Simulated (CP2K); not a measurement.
**SnSe2 under changes of volume**

One of the cells (25.726 Å³/atom); the others are scaled copies at fixed shape and fractional positions:

```
CELL_PARAMETERS angstrom
3.81100 0.00000 0.00000
-1.90550 3.30042 0.00000
0.00000 0.00000 6.13600
ATOMIC_POSITIONS crystal
Sn 0.00000 0.00000 0.00000
Se 0.66667 0.33333 0.75100
Se 0.33333 0.66667 0.24900
```

```yaml
Program: CP2K 2026.2
Functional: PBE
Potentials_or_basis: POTENTIAL_UZH Sn GTH-PBE-q14, Se GTH-PBE-q6; TZVP-MOLOPT-PBE-GTH basis
Density_cutoff: 8163 eV
k_mesh: 8 × 8 × 5
Occupations: fermi-dirac, width 0.05 eV
Spin: no spin polarisation
```

| volume (Å³/atom) | energy over the lowest point (meV/atom) | pressure (GPa) | gap on the mesh (eV) | largest force (eV/Å) |
| --- | --- | --- | --- | --- |
| 24.182 | 130.92 | 12.5 | 0.76 | 1.665 |
| 24.697 | 94.26 | 10.3 | 0.73 | 1.411 |
| 25.212 | 64.38 | 8.3 | 0.70 | 1.175 |
| 25.726 | ? | ? | ? | ? |
| 26.241 | 22.32 | 4.9 | 0.64 | 0.758 |
| 26.755 | 8.94 | 3.5 | 0.62 | 0.573 |
| 27.270 | 0.00 | 2.1 | 0.59 | 0.402 |

Problem. What does the run at 25.726 Å³/atom give?

Solution. Energy over the lowest point 40.60 meV/atom; pressure 6.5 GPa; gap on the mesh 0.67 eV; largest force 0.959 eV/Å.

Worked out: A Birch-Murnaghan fit of order 3 (a polynomial in V^(-2/3)) to the other rows has no minimum within the range. It gives 40.63 meV/atom at 25.726 Å³/atom, against the run's 40.60, and -dE/dV = 6.5 GPa, against 6.5. A straight line through the other rows of the gap, of slope -1.41 eV per unit of ln V, gives 0.67 eV, against the run's 0.67.

Energies are extrapolated to zero smearing.

Caveats: spin-orbit coupling is left out, which moves the levels of the heavy elements; an odd mesh through Γ misses points on the zone boundary, where band edges often lie; this functional lacks dispersion, which binds the layers, so the pressure and a relaxed spacing across them are unreliable; the basis of atomic orbitals isn't converged, which shifts pressures, moduli and gaps; forces of over 1 eV/Å show positions far from the minimum, so gaps and moduli don't describe the material at rest (some runs).
